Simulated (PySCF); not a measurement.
# H3LaN (La(NH3)3+): the cost of one run

Method: several levels, as the steps say, no spin–orbit coupling; program: PySCF 2.14.0.

1 further run of the same task is left out (for a known fault of the program).

## Step 1: Starting geometry

5 atoms, charge 3, spin multiplicity 1.

Bond lengths: La1–N2 2.478 Å, N2–H3 1.044 Å, N2–H4 1.044 Å, N2–H5 1.044 Å. Angles: La1–N2–H3 115.9°, La1–N2–H4 115.9°, La1–N2–H5 115.9°, H3–N2–H4 102.3°, H3–N2–H5 102.3°, H4–N2–H5 102.3°.

Coordinates:

```xyz
5
H3LaN
La    0.0000    0.0000   -0.2150
N     0.0000    0.0000    2.2628
H     0.9394    0.0000    2.7191
H    -0.4697    0.8135    2.7191
H    -0.4697   -0.8135    2.7191
```

Formal oxidation states: La +3. The 4f shell is empty and lies in the core potential. An earlier session relaxed this geometry at PBE0, La lcecp-1-SVP with ECP46, N def2-SVP, H def2-SVP (singlet, point group C3v).

At PBE0 on the finer grid: E = -86.778083 Eh, HOMO -26.69 eV, LUMO -19.55 eV, Mulliken charge on La1 +2.53 e, largest force component 0.005 eV/Å. The large-core potential holds the 4f shell empty.

Levels to run: PBE; B3LYP; PBE0, TZVP. Hardware: 2 threads of Arm Neoverse V1, shared host.

## Step 2: PBE

run.py (the lines that set the calculation) reads:

```python
mol = gto.M(atom='''
La     0.00000     0.00000    -0.21497
N      0.00000     0.00000     2.26280
H      0.93936     0.00004     2.71906
H     -0.46971     0.81350     2.71906
H     -0.46965    -0.81353     2.71906''',
    basis={'La': 'lcecp-1-SVP', 'N': 'def2-SVP', 'H': 'def2-SVP'},
    ecp={'La': 'lcecp-1-SVP'},
    charge=3, spin=0)
mf = dft.RKS(mol, xc='PBE')
mf.grids.atom_grid = (75, 302)  # f atoms: unpruned, at least (60, 302)
mf = mf.density_fit()  # fitting sets: La AutoAux, N def2-universal-JKFIT, H def2-universal-JKFIT
mf.conv_tol = 1e-08; mf.max_cycle = 55
mf.kernel(dm0)  # dm0: the density of the relaxed state
```

Launch:

```
$ OMP_NUM_THREADS=2 python run.py
```

**Question.** How long does this run take on 2 threads of Arm Neoverse V1, shared host?

About 9.2 s.
